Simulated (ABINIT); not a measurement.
The system is TaO.

```xyz
2
Lattice="3.0661 0.0000 0.0000 -1.5331 2.6553 0.0000 0.0000 0.0000 3.8550" Properties=species:S:1:pos:R:3 pbc="T T T"
Ta    0.0000    0.0000    1.9275
O     0.0000    0.0000    0.0000
```

The cell was built by a generator and needn't be a form met in nature.

Base run:

| Item | Value |
| --- | --- |
| Program | ABINIT 10.8.3 (patched build) |
| Functional | PW91 |
| Potentials or basis | JTH PAW PBE v2.0 |
| Cutoff | 762 eV |
| k mesh | 10 × 10 × 7 |
| Occupations | fermi-dirac, width 0.05 eV |
| Spin | no spin polarisation |

Its results: band gap on the k mesh none (metal or under the smearing width); pressure -0.7 GPa.

**Question.** The run is repeated on the same cell with these changes: functional from PW91 to SCAN. What comes out?

**Answer.** Band gap on the k mesh none (metal or under the smearing width); pressure -5.7 GPa.

Caveats: the PAW data sets were made with another functional, which shifts forces and pressure a little; an odd number of electrons without spin polarisation forces a metal; a magnetic or distorted state may lie lower; the atomic spheres overlap.
